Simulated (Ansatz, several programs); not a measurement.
A 2-atom cell of PbTe started from a crystallographic database, relaxed with PBE in Ansatz (plane waves, PAW): it is cubic, Fm-3m (No. 225); conventional cell a = 6.572 Å, 35.48 Å³ an atom. Te has 6 Pb at 3.29 Å; Pb has 6 Te at 3.29 Å. The cell was then scaled with its shape and fractional coordinates held. The values are computed, spin-unpolarised, and not measurements.

```
V (Å³/atom)  E (meV/atom)
     33.354         16.58
     35.483          0.00
     36.548          3.94
     37.612         14.39
```

(1) Pass a cubic E = c₀ + c₁u + c₂u² + c₃u³, with u = V − 35.749 Å³, through these points.

(2) Where is the minimum, and what bulk modulus follows?

(3) Predict the energy and the pressure at the withheld volume, 34.419 Å³.

## Answers

(1) c₀ = 0.31, c₁ = +2.035, c₂ = 3.281, c₃ = -0.1693 (meV and Å³).

(2) dE/du = 0 at u = -0.303, so V₀ = 35.45 Å³. B = V₀ d²E/dV² = 35.45 × (2c₂ + 6c₃u) = 35.45 × 6.870 = 244 meV/Å³, and 1 meV/Å³ is 0.16022 GPa: 39 GPa. A third-order Birch-Murnaghan fit to all five points gives 35.44 Å³ and 39 GPa.

(3) With u = -1.330: E ≈ 3.81 meV and P = −dE/dV ≈ +1.22 GPa. The run gives 3.76 meV and, from its stress, +1.21 GPa.
